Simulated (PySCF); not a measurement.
# C7H8N2: the cost of one run

Programs: PySCF 2.14.0, with routines of our own; each step states its level. All values are computed. Atoms count from 0.

## (1) The starting structure

17 atoms, charge 1, multiplicity 2; geometry from: GFN2-xTB.

## (2) Open-shell or spin-flip excitations: unrestricted TDDFT CAM-B3LYP/def2-SVP

The job: settings as JSON, then the geometry in Å.

```
{"job": {"kind": "uabs", "xc": "CAM-B3LYP", "basis": "def2-SVP", "nstates": 10, "tda": false}, "charge": 1, "multiplicity": 2}
C      3.340695    -0.721183    -0.751849
N      2.331713    -0.380115    -0.123818
C      1.036904    -0.169395    -0.057893
C      0.165125    -1.191517     0.408143
C     -1.163879    -0.940082     0.572869
C     -1.702455     0.345243     0.306622
N     -3.004239     0.588767     0.476170
C     -0.824691     1.367913    -0.136832
C      0.505744     1.126341    -0.304677
H      3.320039    -1.038944    -1.794988
H      4.303280    -0.708704    -0.252236
H      0.574420    -2.167277     0.616448
H     -1.822937    -1.724339     0.912235
H     -3.628248    -0.133893     0.799547
H     -3.387720     1.503675     0.296822
H     -1.223925     2.349626    -0.340356
H      1.173176     1.905913    -0.636116
```

Level: unrestricted TDDFT CAM-B3LYP/def2-SVP, vertical, gas phase, core orbitals frozen in the response.

Started as:

```bash
OMP_NUM_THREADS=1 python excited_run.py task.json out
```

One launch serves the whole session: the jobs run in the order shown.

**Question.** How long does this first job take on 1 thread of Arm Neoverse V1, shared host, and how much memory does it need?

About 88 s, with a peak of 0.73 GiB.
